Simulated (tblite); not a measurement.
# F4H3NSi: the cost of one run

Computed with tblite 0.8.0 and PySCF 2.14.0; each step states its level. No surroundings beyond the atoms listed, unless a continuum is named. Atoms count from 0, parts from 1.

## 1. Starting point

9 atoms, charge 0, multiplicity 1; geometry: rigid parts in contact. Parts: 1 = atoms 0–4, `F[Si](F)(F)F`, charge 0; 2 = atoms 5–8, `N`, charge 0.

## 2. Docking the parts with GFN2-xTB

What the job is given:

```
{"job": {"kind": "dock", "xc": "GFN2-xTB", "basis": "xTB"}, "charge": 0, "multiplicity": 1, "parts": [{"atoms": "0-4", "charge": 0, "multiplicity": 1}, {"atoms": "5-8", "charge": 0, "multiplicity": 1}]}
F     -1.229430    -0.968996    -0.040853
Si     0.000049    -0.000054     0.000019
F      1.318744    -0.821353    -0.196667
F     -0.131321     1.058660    -1.146297
F      0.041957     0.731744     1.383798
N     -2.649277     2.550738     0.339198
H     -2.260668     1.663072     0.632993
H     -2.492847     3.216635     1.085869
H     -3.649919     2.430071     0.240136
```

Method: GFN2-xTB search for minima from random contacts, gas phase.

Command:

```console
OMP_NUM_THREADS=1 python cluster_run.py task.json out
```

One launch serves the whole session: the jobs run in the order shown.

**Question.** How long does this first job take on 1 thread of Arm Neoverse V1, shared host?

About 11 s.
